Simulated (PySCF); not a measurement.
# Ga⁹⁺, Ge¹⁰⁺: ionisation energies with spin-orbit coupling

Each state of these ions is computed at each level; their differences give the ionisation energy. How far do the methods differ?

The numbers are computed with PySCF 2.14.0 (two-component X2C-1e, generalised determinants), except any that are marked as measured or tabulated.

**1. What is computed**

| Item | Value |
| --- | --- |
| Elements | gallium (Z = 31), germanium (Z = 32) |
| Basis | one for each species, given in its step |
| Hamiltonian | two-component X2C-1e, Gaussian nucleus, no Breit or QED terms; spin-orbit coupling, run by run: off; screened by Boettger's factors |
| Core shells frozen in the correlated runs | [Ne] (for Ga⁹⁺) |
| State 1 | Ga⁹⁺: [Ar] 3d4; 3d3/2 filled at m_j = -3/2, -1/2, +1/2, +3/2 |
| State 2 | Ge¹⁰⁺: [Ar] 3d4; 3d3/2 filled at m_j = -3/2, -1/2, +1/2, +3/2 |
| Needed too, but not shown | Ga¹⁰⁺ [Ar] 3d3 (4F), Ge¹¹⁺ [Ar] 3d3 (4F) |
| Methods | GHF, GMP2 |

The outer shells:

Ga9+ [Ar] 3d4
```
[Ar] core
3d [↑ ][↑ ][↑ ][↑ ][  ]
```

Ge10+ [Ar] 3d4
```
[Ar] core
3d [↑ ][↑ ][↑ ][↑ ][  ]
```

All steps ran in one process of a driver on top of PySCF, which takes the settings above as its task.

The driver's launch:

```sh
$ OMP_NUM_THREADS=1 python sorun2.py TASK.json OUT
```

The integrals over 121 functions and the set-up took 0.48 s of CPU time.

**2. Ga⁹⁺, method by method**

Basis: an even-tempered Gaussian basis (17 s from 0.53 bohr⁻², ratio 2.8; 12 p from 0.69 bohr⁻², ratio 2.8; 8 d from 0.69 bohr⁻², ratio 2.8; 4 f from 2.9 bohr⁻², ratio 3).

**GHF (spin-free)**

The program printed:

```text
cycle= 1 E= -1911.6316989098  delta_E= -1.91e+03  |FDS-SDF|= 0.0824
cycle= 2 E= -1911.6600205773  delta_E= -0.0283  |FDS-SDF|= 0.0141
cycle= 3 E= -1911.6611306154  delta_E= -0.00111  |FDS-SDF|= 0.00404
cycle= 4 E= -1911.6611853308  delta_E= -5.47e-05  |FDS-SDF|= 0.000372
cycle= 5 E= -1911.6611863270  delta_E= -9.96e-07  |FDS-SDF|= 2.85e-05
cycle= 6 E= -1911.6611863329  delta_E= -5.88e-09  |FDS-SDF|= 2.01e-06
cycle= 7 E= -1911.6611863330  delta_E= -3.27e-11  |FDS-SDF|= 5.01e-07
```

Time after the integrals: 6.2 s (1 thread of Intel Xeon 6975P-C, shared host).

Occupied spinors (without spin-orbit coupling the j labels only name the start):

| spinor shell | electrons | mean energy (eV) | weight of the nominal j | rms radius (bohr) |
| --- | --- | --- | --- | --- |
| 1s1/2 | 2 | -10673.5 | 1.000 | 0.0560 |
| 2s1/2 | 2 | -1577.0 | 1.000 | 0.235 |
| 2p1/2 | 2 | -1399.7 | 0.667 | 0.210 |
| 2p3/2 | 4 | -1398.1 | 0.833 | 0.210 |
| 3s1/2 | 2 | -387.09 | 1.000 | 0.654 |
| 3p1/2 | 2 | -329.57 | 0.667 | 0.667 |
| 3p3/2 | 4 | -326.66 | 0.833 | 0.669 |
| 3d3/2 | 4 | -247.25 | 0.500 | 0.658 |

M_J = 0, ⟨J²⟩ = 4.004, ⟨L²⟩ = 6.003, ⟨S²⟩ = 6.001.

**GMP2 (spin-free)**

This step left no log, only its results.

Time after the integrals: 1.6 s (1 thread of Intel Xeon 6975P-C, shared host).

With 12 electrons correlated and 70 very high virtual spinors dropped, the MP2 correlation energy is -0.38191 hartree. Largest pairs: 3d3/2-3p3/2 -0.1119, 3p3/2-3p3/2 -0.0563, 3d3/2-3p1/2 -0.0516, 3p1/2-3p3/2 -0.0471, 3d3/2-3d3/2 -0.0391.

**GHF (screened spin-orbit)**

The program printed:

```text
cycle= 1 E= -1911.7072159047  delta_E= -1.91e+03  |FDS-SDF|= 0.0886
cycle= 2 E= -1911.7368364197  delta_E= -0.0296  |FDS-SDF|= 0.0149
cycle= 3 E= -1911.7383334755  delta_E= -0.0015  |FDS-SDF|= 0.00535
cycle= 4 E= -1911.7386456161  delta_E= -0.000312  |FDS-SDF|= 0.00296
cycle= 5 E= -1911.7389161341  delta_E= -0.000271  |FDS-SDF|= 0.00239
cycle= 6 E= -1911.7394285765  delta_E= -0.000512  |FDS-SDF|= 0.000829
cycle= 7 E= -1911.7394722094  delta_E= -4.36e-05  |FDS-SDF|= 0.000613
cycle= 8 E= -1911.7395090374  delta_E= -3.68e-05  |FDS-SDF|= 0.000216
cycle= 9 E= -1911.7395136225  delta_E= -4.59e-06  |FDS-SDF|= 7.21e-05
cycle= 10 E= -1911.7395137914  delta_E= -1.69e-07  |FDS-SDF|= 5.97e-05
cycle= 11 E= -1911.7395141083  delta_E= -3.17e-07  |FDS-SDF|= 2.36e-05
cycle= 12 E= -1911.7395141543  delta_E= -4.6e-08  |FDS-SDF|= 1.11e-05
cycle= 13 E= -1911.7395141602  delta_E= -5.92e-09  |FDS-SDF|= 4.57e-06
cycle= 14 E= -1911.7395141613  delta_E= -1.08e-09  |FDS-SDF|= 3.13e-07
```

Time after the integrals: 13 s (1 thread of Intel Xeon 6975P-C, shared host).

Occupied spinors:

| spinor shell | electrons | mean energy (eV) | weight of the nominal j | rms radius (bohr) |
| --- | --- | --- | --- | --- |
| 1s1/2 | 2 | -10673.3 | 1.000 | 0.0560 |
| 2s1/2 | 2 | -1576.9 | 1.000 | 0.235 |
| 2p1/2 | 2 | -1418.9 | 0.981 | 0.209 |
| 2p3/2 | 4 | -1388.7 | 0.991 | 0.211 |
| 3s1/2 | 2 | -387.06 | 1.000 | 0.654 |
| 3p1/2 | 2 | -331.02 | 0.630 | 0.665 |
| 3p3/2 | 4 | -325.97 | 0.815 | 0.670 |
| 3d3/2 | 4 | -247.29 | 0.541 | 0.658 |

M_J = 0, ⟨J²⟩ = 3.733, ⟨L²⟩ = 5.973, ⟨S²⟩ = 5.971. A second start ended at -1911.55458 hartree. Rows whose weight is well below 1 mix j = l ± 1/2: exchange competes with spin-orbit coupling there.

The determinant has a definite M_J but mixes levels of different J.

**GMP2 (screened spin-orbit)**

The driver printed no log here.

It took 0.41 s on 1 thread of Intel Xeon 6975P-C, shared host, the integrals not counted.

With 12 electrons correlated and 70 very high virtual spinors dropped, the MP2 correlation energy is -0.38212 hartree. Largest pairs: 3d3/2-3p3/2 -0.1121, 3p3/2-3p3/2 -0.0562, 3d3/2-3p1/2 -0.0513, 3p1/2-3p3/2 -0.0478, 3d3/2-3d3/2 -0.0392.

**3. Ge¹⁰⁺: the ladder of methods**

Basis: an uncontracted even-tempered set (17 s from 0.64 bohr⁻², ratio 2.8; 12 p from 0.83 bohr⁻², ratio 2.8; 8 d from 0.83 bohr⁻², ratio 2.8; 4 f from 3.4 bohr⁻², ratio 3).

**GHF (spin-free)**

The program printed:

```text
cycle= 1 E= -2057.2959831394  delta_E= -2.06e+03  |FDS-SDF|= 0.0863
cycle= 2 E= -2057.3238779036  delta_E= -0.0279  |FDS-SDF|= 0.0136
cycle= 3 E= -2057.3248441993  delta_E= -0.000966  |FDS-SDF|= 0.00377
cycle= 4 E= -2057.3248865351  delta_E= -4.23e-05  |FDS-SDF|= 0.000328
cycle= 5 E= -2057.3248872432  delta_E= -7.08e-07  |FDS-SDF|= 2.56e-05
cycle= 6 E= -2057.3248872471  delta_E= -3.95e-09  |FDS-SDF|= 1.94e-06
cycle= 7 E= -2057.3248872471  delta_E= -2.59e-11  |FDS-SDF|= 4.83e-07
```

Time after the integrals: 5.1 s (1 thread of Intel Xeon 6975P-C, shared host).

Occupied spinors (without spin-orbit coupling the j labels only name the start):

| spinor shell | electrons | mean energy (eV) | weight of the nominal j | rms radius (bohr) |
| --- | --- | --- | --- | --- |
| 1s1/2 | 2 | -11448.3 | 1.000 | 0.0542 |
| 2s1/2 | 2 | -1725.9 | 1.000 | 0.227 |
| 2p1/2 | 2 | -1538.9 | 0.667 | 0.203 |
| 2p3/2 | 4 | -1537.1 | 0.833 | 0.202 |
| 3s1/2 | 2 | -439.52 | 1.000 | 0.625 |
| 3p1/2 | 2 | -378.26 | 0.667 | 0.635 |
| 3p3/2 | 4 | -375.21 | 0.833 | 0.636 |
| 3d3/2 | 4 | -290.79 | 0.500 | 0.618 |

M_J = 0, ⟨J²⟩ = 4.003, ⟨L²⟩ = 6.002, ⟨S²⟩ = 6.001.

**GMP2 (spin-free)**

The driver printed no log here.

It took 1.4 s on 1 thread of Intel Xeon 6975P-C, shared host, the integrals not counted.

With 12 electrons correlated and 70 very high virtual spinors dropped, the MP2 correlation energy is -0.38440 hartree. Largest pairs: 3d3/2-3p3/2 -0.1125, 3p3/2-3p3/2 -0.0572, 3d3/2-3p1/2 -0.0519, 3p1/2-3p3/2 -0.0478, 3d3/2-3d3/2 -0.0391.

**GHF (screened spin-orbit)**

The program printed:

```text
cycle= 1 E= -2057.3890132791  delta_E= -2.06e+03  |FDS-SDF|= 0.0944
cycle= 2 E= -2057.4185550075  delta_E= -0.0295  |FDS-SDF|= 0.0147
cycle= 3 E= -2057.4200696215  delta_E= -0.00151  |FDS-SDF|= 0.00568
cycle= 4 E= -2057.4204780731  delta_E= -0.000408  |FDS-SDF|= 0.00362
cycle= 5 E= -2057.4209023803  delta_E= -0.000424  |FDS-SDF|= 0.00286
cycle= 6 E= -2057.4216161617  delta_E= -0.000714  |FDS-SDF|= 0.000966
cycle= 7 E= -2057.4216628430  delta_E= -4.67e-05  |FDS-SDF|= 0.000761
cycle= 8 E= -2057.4217196573  delta_E= -5.68e-05  |FDS-SDF|= 0.000208
cycle= 9 E= -2057.4217234673  delta_E= -3.81e-06  |FDS-SDF|= 9.18e-05
cycle= 10 E= -2057.4217237890  delta_E= -3.22e-07  |FDS-SDF|= 7.2e-05
cycle= 11 E= -2057.4217242632  delta_E= -4.74e-07  |FDS-SDF|= 2.13e-05
cycle= 12 E= -2057.4217242835  delta_E= -2.03e-08  |FDS-SDF|= 1.42e-05
cycle= 13 E= -2057.4217242931  delta_E= -9.6e-09  |FDS-SDF|= 5.39e-06
cycle= 14 E= -2057.4217242945  delta_E= -1.35e-09  |FDS-SDF|= 4.92e-07
```

Time after the integrals: 13 s (1 thread of Intel Xeon 6975P-C, shared host).

Occupied spinors:

| spinor shell | electrons | mean energy (eV) | weight of the nominal j | rms radius (bohr) |
| --- | --- | --- | --- | --- |
| 1s1/2 | 2 | -11448.0 | 1.000 | 0.0542 |
| 2s1/2 | 2 | -1725.8 | 1.000 | 0.227 |
| 2p1/2 | 2 | -1561.0 | 0.983 | 0.201 |
| 2p3/2 | 4 | -1526.3 | 0.992 | 0.203 |
| 3s1/2 | 2 | -439.48 | 1.000 | 0.625 |
| 3p1/2 | 2 | -389.03 | 0.645 | 0.629 |
| 3p3/2 | 4 | -369.87 | 0.822 | 0.639 |
| 3d3/2 | 4 | -290.84 | 0.548 | 0.618 |

M_J = 0, ⟨J²⟩ = 3.684, ⟨L²⟩ = 5.962, ⟨S²⟩ = 5.959. A second start ended at -2057.23189 hartree. Rows whose weight is well below 1 mix j = l ± 1/2: exchange competes with spin-orbit coupling there.

The determinant has a definite M_J but mixes levels of different J.

**GMP2 (screened spin-orbit)**

This step left no log, only its results.

Time after the integrals: 0.41 s (1 thread of Intel Xeon 6975P-C, shared host).

With 12 electrons correlated and 70 very high virtual spinors dropped, the MP2 correlation energy is -0.38470 hartree. Largest pairs: 3d3/2-3p3/2 -0.1473, 3p3/2-3p3/2 -0.0745, 3d3/2-3d3/2 -0.0393, 3p1/2-3p3/2 -0.0365, 3p3/2-3s1/2 -0.0252.

**4. The energy differences**

Ionisation energy: Ga⁹⁺ [Ar] 3d4 [3d3/2^4, M_J = 0] → Ga¹⁰⁺ [Ar] 3d3 [3d3/2^3, M_J = 3/2].

| method | value (eV) | less the reference (eV) |
| --- | --- | --- |
| GHF (spin-free) | 243.86 | -0.14 |
| GMP2 (spin-free) | 244.53 | +0.53 |
| GHF (screened spin-orbit) | 243.69 | -0.31 |
| GMP2 (screened spin-orbit) | 244.37 | +0.37 |

Reference: 244 ± 2.5 eV (theoretical estimate listed by NIST; NIST Atomic Spectra Database, ionization energies). The spin-free rows have the spin-orbit operator switched off. The determinant of Ga9+ mixes levels of different J (the jj label is only the starting occupation), so the difference between spin-free and spin-orbit rows is not the physical spin-orbit shift.

Ionisation energy: Ge¹⁰⁺ [Ar] 3d4 [3d3/2^4, M_J = 0] → Ge¹¹⁺ [Ar] 3d3 [3d3/2^3, M_J = 3/2].

| method | value (eV) | less the reference (eV) |
| --- | --- | --- |
| GHF (spin-free) | 287.31 | +1.31 |
| GMP2 (spin-free) | 287.95 | +1.95 |
| GHF (screened spin-orbit) | 287.11 | +1.11 |
| GMP2 (screened spin-orbit) | 287.75 | +1.75 |

Reference: 286 ± 3 eV (theoretical estimate listed by NIST; NIST Atomic Spectra Database, ionization energies). The spin-free rows have the spin-orbit operator switched off. The determinant of Ge10+ mixes levels of different J (the jj label is only the starting occupation), so the difference between spin-free and spin-orbit rows is not the physical spin-orbit shift.

The differences also use runs on Ga¹⁰⁺ [Ar] 3d3 (4F), Ge¹¹⁺ [Ar] 3d3 (4F), which are not shown here.

**5. Outcome**

| quantity | value |
| --- | --- |
| ionisation energy, Ga⁹⁺ | GHF (spin-free) 243.86, GMP2 (screened spin-orbit) 244.37 eV; reference 244 ± 2.5 |
| ionisation energy, Ge¹⁰⁺ | GHF (spin-free) 287.31, GMP2 (screened spin-orbit) 287.75 eV; reference 286 ± 3 |

In words: For the first difference the methods span 0.838 eV, from GHF (screened spin-orbit) (243.69) to GMP2 (spin-free) (244.53). The reference is uncertain or not like for like (spin-orbit coupling or other relativistic terms), so no ranking of close methods is drawn. All values hold for this basis alone; no basis-set limit was taken.
